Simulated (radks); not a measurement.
**Zr⁺ in [Kr] 4d2 5s1: an all-electron calculation**

The task here is to estimate one member of a computed series from the others.

The numbers are computed with radks (a radial shooting solver on a logarithmic mesh, Libxc functionals) version 1 (scalar-relativistic Kohn-Sham, SCAN, spin-unpolarised, spherical densities, finite nucleus), except any that are marked as measured or tabulated.

### The atom as given

| Item | Value |
| --- | --- |
| element | zirconium (Z = 40) |
| charge | +1 |
| electrons | 39 |
| configuration | [Kr] 4d2 5s1 |
| nuclear rms radius | 4.2694 fm |

The outer shells:

Zr⁺
```
[Kr] core
4d [↑ ][↑ ][  ][  ][  ]
5s [↑ ]
```

The first run:

The run's settings:

```text
Z 40
configuration [Kr] 4d2 5s1 5p0 6s0 4f0 5d0
relativity scalar-relativistic
functional scan,scan
spin unpolarised
nucleus finite rms 4.2694 fm
c 137.035999084
```

Steps of the session up to this table: Self-consistent calculation.

One of the session's tables, all rows but one given; the rest of the session is left out.

It belongs to the step «Radial structure». Sizes of the orbitals, from the radial functions (bohr):

| level | <r> | outermost maximum (interpolated) | 90 % within | nodes |
| --- | --- | --- | --- | --- |
| 1s | 0.03707 | 0.0241 | 0.0664 | 0 |
| 2s | 0.1625 | 0.137 | 0.251 | 1 |
| 2p | 0.1417 | 0.110 | 0.231 | 0 |
| 3s | 0.4573 | 0.408 | 0.676 | 2 |
| 3p | 0.4614 | 0.402 | 0.698 | 1 |
| 3d | ? | ? | ? | ? |
| 4s | 1.216 | 1.08 | 1.77 | 3 |
| 4p | 1.367 | 1.18 | 2.03 | 2 |
| 5s | 3.462 | 3.06 | 5.02 | 4 |
| 4d | 2.142 | 1.56 | 3.47 | 1 |
| 5p | 4.202 | 3.67 | 6.14 | 3 |

**Question.** Estimate the row for 3d.

The run gave: <r>: 0.4525; outermost maximum (interpolated): 0.348; 90 % within: 0.727; nodes: 0. In the column «<r>» it lies between 2s (0.1625) and 3s (0.4573).

To keep in mind: Spin polarisation and multiplet splitting are left out.
